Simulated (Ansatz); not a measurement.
**CH₄FGeS radical: how energies converge with the basis set**

One table from this session's results is given with a row withheld; the runs are named, their logs left out.

Computed with Ansatz 0.2.0, Gaussian basis. Level: one geometry, several basis sets.

Plan: PBE0-D4/def2-SVP; ωB97M-V/def2-SVP; PBE0-D4/def2-QZVPP; ωB97M-V/def2-QZVPP; the functionals' def2-TZVPP values are taken from earlier runs.

### The relaxed structure

An earlier PBE0-D4 in a triple-zeta def2 set relaxation fixed the geometry.

SMILES `[CH3][Ge]([F])[SH]`, 8 atoms, charge 0, spin multiplicity 2.

Atoms are counted from 1 here; the program's logs count them from 0.

Bond lengths: C1–Ge2 1.960 Å, C1–H5 1.090 Å, C1–H6 1.092 Å, C1–H7 1.089 Å, Ge2–F3 1.755 Å, Ge2–S4 2.229 Å, S4–H8 1.343 Å. Angles: Ge2–C1–H5 109.8°, Ge2–C1–H6 107.7°, Ge2–C1–H7 109.7°, H5–C1–H6 110.1°, H5–C1–H7 109.8°, H6–C1–H7 109.7°, C1–Ge2–F3 105.9°, C1–Ge2–S4 108.3°, F3–Ge2–S4 107.3°, Ge2–S4–H8 93.5°.

As a file:

```xyz
8
CH4FGeS
C    -0.13024    1.16815   -0.59801
Ge    0.54588   -0.63556   -0.23681
F     1.80163   -0.44455    0.97445
S    -1.09484   -1.82495    0.69250
H    -1.00791    1.11054   -1.24188
H    -0.39592    1.62167    0.35880
H     0.64446    1.76098   -1.08278
H    -0.27096   -2.81338    1.07793
```

Set-up of the first run:

Contents of in.yaml:

```yaml
crystal:
  periodic: [false, false, false]
  atoms:
    - {symbol: C, position_ang: [-0.130243, 1.168152, -0.598014]}
    - {symbol: Ge, position_ang: [0.545877, -0.635562, -0.236806]}
    - {symbol: F, position_ang: [1.801634, -0.444551, 0.974449]}
    - {symbol: S, position_ang: [-1.094835, -1.824949, 0.692504]}
    - {symbol: H, position_ang: [-1.007914, 1.110541, -1.241883]}
    - {symbol: H, position_ang: [-0.395923, 1.621674, 0.358797]}
    - {symbol: H, position_ang: [0.644463, 1.760981, -1.082776]}
    - {symbol: H, position_ang: [-0.270960, -2.813384, 1.077929]}
basis:
  gaussian: {orbitals: def2-SVP}
magnetization: {spin_polarized: true, initial_magnetization: 1}
hamiltonian: {xc: pbe0, dispersion: d4}
output: {orbitals: {seedname: orbitals}}
```

Among the steps run: PBE0-D4 in def2-SVP; ωB97M-V in def2-SVP; PBE0-D4 in def2-QZVPP; ωB97M-V in def2-QZVPP.

One table of the session follows, with a row left open; its other results are not shown here.

It belongs to the step «Functionals by basis». 

```
functional       basis  HOMO (eV)  LUMO (eV)
   PBE0-D4    def2-SVP      -6.23      -3.07
   PBE0-D4  def2-TZVPP      -6.34      -3.16
   PBE0-D4  def2-QZVPP      -6.38      -3.22
   ωB97M-V    def2-SVP      -8.18      -1.23
   ωB97M-V  def2-TZVPP      -8.30      -1.37
   ωB97M-V  def2-QZVPP          ?          ?
```

Q: Estimate the row for ωB97M-V, def2-QZVPP from the others.

**Answer.** HOMO (eV): -8.35; LUMO (eV): -1.49. In the column «HOMO (eV)» it is the lowest.
